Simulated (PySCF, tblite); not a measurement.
# C₅H₁₀BrO radical: geometry, infrared bands and EPR parameters

Wanted: the infrared bands and EPR parameters of C₅H₁₀BrO radical (`COC(C)(C)[CH]Br`), by calculation.

Computed with tblite 0.8.0 and PySCF 2.14.0, with density-fitted response routines of our own, on a single molecule in the gas phase. Atoms count from 0, in the outputs and in this text.

### 1 The molecule as given

17 atoms, charge 0, multiplicity 2; geometry from: force field or distance geometry start.

Bonds of the start (Å): C0–O1 1.44, O1–C2 1.44, C2–C3 1.55, C2–C4 1.54, C2–C5 1.50, C5–Br6 1.84, C0–H7 1.10, C0–H8 1.09, C0–H9 1.09, C3–H10 1.10, C3–H11 1.08, C3–H12 1.11, C4–H13 1.10, C4–H14 1.09, C4–H15 1.10, C5–H16 1.08.

### 2 Optimising the geometry with GFN2-xTB

The job: settings as JSON, then the geometry in Å.

```
{"job": {"kind": "relax", "xc": "GFN2-xTB", "basis": "xTB"}, "charge": 0, "multiplicity": 2}
C      2.082600     0.287100    -0.506900
O      0.786600     0.186700    -1.120900
C     -0.319500     0.047100    -0.208300
C     -1.525900    -0.263900    -1.129200
C     -0.120800    -1.121600     0.770000
C     -0.568000     1.385000     0.429400
Br    -1.536000     1.575400     1.987500
H      2.105500     1.080800     0.257800
H      2.798900     0.543900    -1.287200
H      2.375200    -0.668100    -0.069600
H     -1.348700    -1.197500    -1.684700
H     -1.682700     0.512900    -1.867200
H     -2.459300    -0.390300    -0.542700
H      0.226200    -2.013700     0.223700
H     -1.043200    -1.371600     1.298600
H      0.642600    -0.888400     1.525300
H     -0.420400     2.308300    -0.119200
```

Command:

```console
$ OMP_NUM_THREADS=1 python probes_run.py task.json out
```

One launch serves the whole session: the jobs run in the order shown.

Standard output:

```text
step      E/eV     max force
  0    -649.73730    0.878
  1    -649.77228    0.280
  2    -649.78294    0.266
  3    -649.79345    0.289
  4    -649.80302    0.282
  5    -649.80869    0.169
  6    -649.81164    0.119
  7    -649.81326    0.094
  8    -649.81455    0.082
  9    -649.81563    0.091
 10    -649.81645    0.094
 11    -649.81721    0.080
 12    -649.81813    0.101
 13    -649.81921    0.089
 14    -649.82015    0.070
 15    -649.82076    0.057
 16    -649.82116    0.049
 17    -649.82149    0.054
 18    -649.82180    0.045
 19    -649.82210    0.042
 20    -649.82241    0.043
 21    -649.82277    0.051
 22    -649.82315    0.046
 23    -649.82352    0.049
 24    -649.82383    0.038
 25    -649.82405    0.037
 26    -649.82421    0.032
 27    -649.82435    0.025
 28    -649.82449    0.029
 29    -649.82464    0.035
 30    -649.82479    0.033
 31    -649.82492    0.028
 32    -649.82503    0.030
 33    -649.82515    0.026
 34    -649.82529    0.031
 35    -649.82543    0.029
 36    -649.82557    0.031
 37    -649.82570    0.033
 38    -649.82579    0.023
 39    -649.82585    0.018
 40    -649.82589    0.016
 41    -649.82593    0.022
 42    -649.82598    0.021
 43    -649.82603    0.017
 44    -649.82607    0.016
 45    -649.82611    0.021
 46    -649.82616    0.025
 47    -649.82621    0.021
 48    -649.82626    0.016
 49    -649.82630    0.014
 50    -649.82633    0.015
 51    -649.82636    0.017
 52    -649.82638    0.012
 53    -649.82640    0.008
```

Run time: 0.34 s. Hardware: 1 thread of Arm Neoverse V1, shared host.

Step by step: (not every step is listed)

```csv
step,energy from step 0 (eV),largest force (eV/Å)
0,0.0000,0.8776
1,-0.0350,0.2804
2,-0.0456,0.2660
3,-0.0562,0.2889
4,-0.0657,0.2823
5,-0.0714,0.1692
6,-0.0743,0.1193
7,-0.0760,0.0939
8,-0.0773,0.0824
12,-0.0808,0.1015
16,-0.0839,0.0488
20,-0.0851,0.0432
24,-0.0865,0.0377
28,-0.0872,0.0289
32,-0.0877,0.0299
36,-0.0883,0.0311
40,-0.0886,0.0164
44,-0.0888,0.0156
48,-0.0890,0.0160
49,-0.0890,0.0141
50,-0.0890,0.0147
51,-0.0891,0.0165
52,-0.0891,0.0119
53,-0.0891,0.0078
```

Close pairs (by a distance rule), those that changed most:

```csv
bond,before (Å),after (Å),change (Å)
C0–O1,1.438,1.408,-0.030
C3–H12,1.110,1.086,-0.023
O1–C2,1.441,1.423,-0.018
C4–H13,1.102,1.087,-0.015
C3–H10,1.101,1.086,-0.015
C4–H15,1.099,1.088,-0.011
C2–C5,1.503,1.494,-0.009
C5–Br6,1.844,1.851,+0.007
```

The end geometry stands in the next job.

### 3 Harmonic vibrations with GFN2-xTB

The job: settings as JSON, then the geometry in Å.

```
{"job": {"kind": "ir", "xc": "GFN2-xTB", "basis": "xTB"}, "charge": 0, "multiplicity": 2}
C      2.056375     0.318408    -0.528656
O      0.792832     0.129261    -1.120359
C     -0.303641     0.018120    -0.220300
C     -1.522085    -0.268437    -1.123377
C     -0.133433    -1.132383     0.781666
C     -0.481192     1.333024     0.465659
Br    -1.608199     1.514147     1.923428
H      2.026771     1.104810     0.233455
H      2.722939     0.620618    -1.334421
H      2.437203    -0.603696    -0.077012
H     -1.374346    -1.220114    -1.625465
H     -1.609753     0.511240    -1.874665
H     -2.431429    -0.306752    -0.530396
H      0.170520    -2.030262     0.249164
H     -1.075829    -1.326653     1.286081
H      0.616421    -0.890990     1.531618
H     -0.290153     2.241688    -0.079936
```

Standard output:

```text
mode    cm-1     km/mol
  1      44.5      3.31
  2     134.8      3.30
  3     142.0      0.52
  4     177.4      0.93
  5     187.8      0.54
  6     220.1      1.79
  7     256.3      1.31
  8     299.5      7.01
  9     348.5      7.62
 10     377.6      9.93
 11     423.5      8.99
 12     455.1      8.41
 13     540.7      8.25
 14     723.7      1.65
 15     814.5      6.01
 16     906.4     12.24
 17     941.6      0.57
 18     983.4     13.26
 19     998.2      1.49
 20    1075.0     49.45
 21    1107.1     21.41
 22    1128.8      7.52
 23    1150.6    114.10
 24    1177.3     20.50
 25    1211.8     25.12
 26    1235.9      4.04
 27    1377.9      9.72
 28    1395.9      0.96
 29    1400.0     11.25
 30    1463.9      0.57
 31    1469.2      2.87
 32    1481.6      4.63
 33    1482.3      5.12
 34    1493.7     10.83
 35    1500.8      1.54
 36    2916.1     45.21
 37    2933.3     35.03
 38    3022.1     19.78
 39    3035.4     17.81
 40    3041.6      6.01
 41    3043.6      8.38
 42    3047.0     44.55
 43    3049.6     22.25
 44    3053.6     21.64
 45    3093.7      9.98
```

Run time: 0.54 s. Hardware: 1 thread of Arm Neoverse V1, shared host.

The strongest bands and the atoms that carry them (share of the mass-weighted mode):

```csv
cm⁻¹,km/mol,atoms
1075,49.5,"O1 47 %, C0 35 %"
1151,114.1,"C2 36 %, H16 14 %"
1212,25.1,C2 57 %
2916,45.2,"H7 55 %, H9 37 %"
2933,35.0,"H9 57 %, H7 39 %"
3047,44.5,"H10 57 %, H13 13 %, H12 13 %"
3050,22.2,"H14 69 %, H11 14 %"
3054,21.6,"H11 70 %, H14 13 %"
```

### 4 g tensor and hyperfine couplings: B3LYP/def2-TZVP-core+pcH-1

Same as in step 3 but for these lines:

```diff
@@ -1,2 +1,2 @@
-{"job": {"kind": "ir", "xc": "GFN2-xTB", "basis": "xTB"}, "charge": 0, "multiplicity": 2}
+{"job": {"kind": "epr", "basis": "pcH-1"}, "charge": 0, "multiplicity": 2}
 C      2.056375     0.318408    -0.528656
```

With the program's defaults for keys left out, this is: UKS B3LYP, def2-TZVP-core on Br, pcH-1 on C H O, non-relativistic, mean-field spin-orbit, GIAO.

Standard output:

```text
UKS, coarse grid
  cycle   1  E = -2845.80786372  |g| = 1.64e+00
  cycle   2  E = -2845.67924916  |g| = 9.48e-01
  cycle   3  E = -2845.79401672  |g| = 6.54e-01
  cycle   4  E = -2845.93120741  |g| = 1.05e-01
  cycle   5  E = -2845.93376270  |g| = 3.22e-02
  cycle   6  E = -2845.93416032  |g| = 6.39e-03
  cycle   7  E = -2845.93417658  |g| = 1.73e-03
  cycle   8  E = -2845.93418086  |g| = 9.75e-04
UKS, final grid
  cycle   1  E = -2845.93415119  |g| = 9.77e-04
  cycle   2  E = -2845.93415080  |g| = 1.40e-03
  cycle   3  E = -2845.93415161  |g| = 1.13e-04
  cycle   4  E = -2845.93415162  |g| = 6.02e-05
  cycle   5  E = -2845.93415162  |g| = 1.92e-05
E = -2845.93415162 Eh   <S^2> = 0.7544 (exact 0.7500)
g shifts (ppm)      1          2          3
  rmc          -177       -177       -177
  gc             -8         45         40
  oz_so       -3196      20427      26123
  total       -3380      20296      25987
hyperfine (MHz)  atom isotope    a_iso     a_fc   dipolar eigenvalues
    0   13C       3.58       3.58     -2.03     -0.58      2.61
    1   17O      -7.64      -7.64     -2.06      0.64      1.42
    2   13C     -26.34     -26.42     -2.35     -1.40      3.75
    3   13C      50.75      50.78     -5.06     -4.96     10.01
    4   13C      17.09      17.07     -2.16     -1.94      4.11
    5   13C     148.64     145.72    -79.38    -78.25    157.63
    6  79Br       8.22      15.29   -141.53    -79.42    220.95
    7    1H       1.80       1.80     -6.70     -3.90     10.60
    8    1H      -0.29      -0.29     -1.65     -1.33      2.98
    9    1H      -0.01      -0.01     -1.76     -1.48      3.24
   10    1H      23.92      23.92     -3.30     -1.25      4.56
   11    1H      -2.14      -2.12     -4.93     -2.02      6.95
   12    1H      -2.41      -2.41     -4.67     -1.65      6.31
   13    1H      -0.62      -0.64     -1.91     -1.68      3.58
   14    1H      -0.74      -0.76     -2.76     -2.13      4.89
   15    1H      -1.96      -1.99     -4.06     -2.79      6.84
   16    1H     -46.68     -47.25    -36.12     -2.32     38.44
```

It took 4.1 min on 1 thread of Arm Neoverse V1, shared host; peak memory 1.4 GiB.

Principal g values 1.99894, 2.02261, 2.02831; g(iso) = 2.01662, against 2.00232 for a free electron.

Mean a(iso) over the nuclei that a row names, and the largest dipolar term of the row (other rows stand at the frozen geometry):

```csv
nuclei,isotope,a(iso) (MHz),"a(iso) (G, at g = 2.0023)",largest dipolar term (MHz)
C5,13C,148.6,53.0,157.6
H16,1H,-46.7,-16.7,38.4
"C3, C4",13C,33.9,12.1,10.0
C2,13C,-26.3,-9.4,3.8
Br6,79Br,8.2,2.9,221.0
O1,17O,-7.6,-2.7,-2.1
C0,13C,3.6,1.3,2.6
"H10, H11, H12, H13, H14, H15",1H,2.7,1.0,6.9
"H7, H8, H9",1H,0.5,0.2,10.6
```

Mulliken spin populations:

C0 0.01; O1 0.00; C2 -0.05; C3 0.04; C4 0.01; C5 0.94; Br6 0.08; H7 0.00; H8 0.00; H9 0.00; H10 0.01; H11 0.00; H12 0.00; H13 0.00; H14 0.00; H15 0.00; H16 -0.04

In first order the couplings over 0.8 MHz of 1H, 79Br give 56 distinct lines over 31.2 G, if the averaged nuclei exchange fast.

Orbitals, density, ELF and potential are computed afterwards from the orbital file.

ELF in a plane through or near 5 of the atoms.

Ten even steps from ' ' (0.00) to '@' (1.00):
```
                                                        
                                                        
                                                        
                                                        
                        ::++++::                        
                        ..==++::                        
          ......            ..                          
        ::++++==--....--::    ..  ......::..            
        ++%%%%%%**----****----==----==##%%%%++          
        --**####**::########::++@@**##@@@@@@@@--        
          ::==**::--********::++%%++##@@@@@@@@--        
          --##@@@@##::....::====....::++####==          
          **@@@@@@##..    --==--        ..              
          ==%%@@@@--    **@@@@%%::                      
            ..--..    --@@@@@@@@++                      
                      ::@@@@@@@@==                      
                        --****==                        
                                                        
                                                        
                                                        
```
The map spans 10.8 Å across and 9.6 Å up, centred on the molecule. Atoms in the plane (x, y in Å): C0 (-2.1, 0.2), C2 (0.3, 0.1), H9 (-2.3, -0.9), H12 (2.4, 0.1), H13 (0.1, -2.1).

On the surface of density 0.002 e/bohr³ the electrostatic potential runs, from the 1st to the 99th percentile, from -1.31 V near O1 to 0.83 V near H16.

The spin density lies nearest to C5 64 %; Br6 16 %; H16 7 %.

### 5 What came out

| quantity | value |
| --- | --- |
| strongest single infrared mode (GFN2-xTB) | 1151 cm⁻¹, 114 km/mol |
| zero-point energy (GFN2-xTB) | 86.3 kcal/mol |
| g(iso) (B3LYP) | 2.01662 |
| ⟨S²⟩ | 0.754 (exact 0.75) |
| largest a(iso) (averaged by class) | 13C on C5, 148.6 MHz |
| surface potential, 1st and 99th percentile | -1.31 V and 0.83 V |

In words: Over 53 steps the energy fell by 0.089 eV; of the close pairs, C0–O1 changed most, 1.438 to 1.408 Å. No mode is imaginary among the 45: a minimum at this level. The strongest single mode, at 1151 cm⁻¹, is spread over many atoms; the largest shares are those of C2, H16. Unscaled tight-binding wavenumbers are off by several per cent, some by more. Its intensities can rank the bands wrongly. C5 carries the largest spin population, 0.94 e. The isotropic g lies 14.3 ppt above the free-electron value. The hyperfine terms hold no scalar relativity, which the heavier nuclei need.
